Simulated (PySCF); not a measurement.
# C6H13BO2: geometry, NMR shifts, electronic excitations and core binding energies

Wanted: the NMR shifts, electronic excitations and core binding energies of C6H13BO2 (`CC1(C)OBOC1(C)C`), by calculation.

The runs use PySCF 2.14.0, with density-fitted response routines of our own; the level of theory stands in each step. All values are computed, except where a source is named. Atoms are numbered from 0 throughout.

### Step 1. Starting geometry

22 atoms, charge 0, multiplicity 1; geometry from: GFN2-xTB.

Bonds of the start (Å): C0–C1 1.53, C1–C2 1.53, C1–O3 1.43, O3–B4 1.35, B4–O5 1.35, O5–C6 1.43, C6–C7 1.53, C6–C8 1.53, C6–C1 1.58, C0–H9 1.09, C0–H10 1.09, C0–H11 1.09, C2–H12 1.09, C2–H13 1.09, C2–H14 1.09, B4–H15 1.16, C7–H16 1.09, C7–H17 1.09, C7–H18 1.09, C8–H19 1.09, C8–H20 1.09, C8–H21 1.09.

### Step 2. Geometry optimisation at PBE0-D3(BJ)/def2-SVP

What the job is given:

```
{"job": {"xc": "PBE0", "basis": "def2-SVP", "d3": "d3bj", "grid": 1, "kind": "geom"}, "charge": 0, "multiplicity": 1}
C     -1.758636     0.115997     0.847276
C     -0.731703     0.168795    -0.290590
C     -1.080412    -0.905145    -1.320157
O     -0.854372     1.456347    -0.900603
B      0.218252     2.207928    -0.558682
O      1.148344     1.523545     0.148236
C      0.761758     0.148268     0.213400
C      0.953275    -0.358536     1.642394
C      1.703532    -0.625314    -0.717590
H     -2.747474     0.279756     0.424925
H     -1.567855     0.906782     1.568060
H     -1.742270    -0.848161     1.346812
H     -2.125171    -0.793689    -1.599451
H     -0.480936    -0.799210    -2.218597
H     -0.933312    -1.895743    -0.898795
H      0.328377     3.328934    -0.843564
H      0.411404     0.255342     2.354614
H      2.010309    -0.307993     1.892286
H      0.621315    -1.390003     1.724825
H      1.636174    -0.239196    -1.731370
H      2.725461    -0.484228    -0.373223
H      1.472722    -1.686303    -0.712758
```

**Question.** This job is followed by: GIAO PBE0/pcSseg-1 NMR shielding, non-relativistic, gas phase; TDDFT B3LYP/def2-SVPD, vertical, gas phase, core orbitals frozen in the response; GIAO KT3/pcSseg-1 NMR shielding, non-relativistic, gas phase; delta-SCF UKS SCAN, pcX-2 on the ionised atom, pcseg-1 elsewhere, spin-free X2C. Predict these results of the whole session: point group; rotational constants (main isotopes); 13C shifts against TMS (PBE0/pcSseg-1, means over atoms taken as alike); 1H shifts against TMS (PBE0/pcSseg-1, means over atoms taken as alike); 17O shifts against H2O (PBE0/pcSseg-1, means over atoms taken as alike); 11B shifts against BF3·OEt2 (PBE0/pcSseg-1); lowest singlet (B3LYP/def2-SVPD); brightest single state of those computed; lowest triplet; vertical ionisation energy (ΔSCF); C1s binding energies, SCAN/pcX-2; O1s binding energies, SCAN/pcX-2; B1s binding energies, SCAN/pcX-2; range of the shift of B4.

As calculated:

| quantity | value |
| --- | --- |
| point group | C2 |
| rotational constants (main isotopes) | 2.01, 1.76, 1.54 GHz |
| 13C shifts against TMS (PBE0/pcSseg-1, means over atoms taken as alike) | 82.4, 26.2 ppm |
| 1H shifts against TMS (PBE0/pcSseg-1, means over atoms taken as alike) | 4.08, 1.17 ppm |
| 17O shifts against H2O (PBE0/pcSseg-1, means over atoms taken as alike) | 196.5 ppm |
| 11B shifts against BF3·OEt2 (PBE0/pcSseg-1) | 27.5 ppm |
| lowest singlet (B3LYP/def2-SVPD) | 7.18 eV (173 nm), f = 0.000 |
| brightest single state of those computed | state 4, 8.07 eV, f = 0.059 |
| lowest triplet | 6.61 eV |
| vertical ionisation energy (ΔSCF) | 9.81 eV |
| C1s binding energies, SCAN/pcX-2 | C1 292.13, C0 290.63 eV |
| O1s binding energies, SCAN/pcX-2 | O3 538.08 eV |
| B1s binding energies, SCAN/pcX-2 | B4 196.67 eV |
| range of the shift of B4 | 23.5 to 27.5 ppm |

In words: Relaxing lowered the energy by 0.086 eV in 6 steps; the close pair that moved most is B4–H15, from 1.162 to 1.202 Å. No frequency check was run at this level, so the end point may be a saddle. C1, C6 (mean) (fully substituted sp3 carbon bonded to O) lies farthest downfield among carbon, at 82.4 ppm; deshielded by the electronegative neighbour. At PBE0/pcSseg-1: The widest tensor belongs to O3, O5: span 175 ppm, with a paramagnetic part of -259 ppm. The lowest singlet, at 7.18 eV, is HOMO→LUMO 0.99 and is dark; of the 10 states computed, the strongest absorption comes from state 4 at 8.07 eV. The lowest triplet lies 0.57 eV below the lowest singlet (triplets in Tamm-Dancoff, singlets in full TDDFT). The orbital energy would give 7.78 eV for ionisation, ΔSCF gives 9.81 eV. C1 (fully substituted sp3 carbon bonded to O) binds its C1s electron 1.50 eV more tightly than C0 (methyl carbon). In ppm, B4 moves most: its shift spreads over 4.0 ppm, from 23.5 (KT3/pcSseg-1) to 27.5 (PBE0/pcSseg-1).
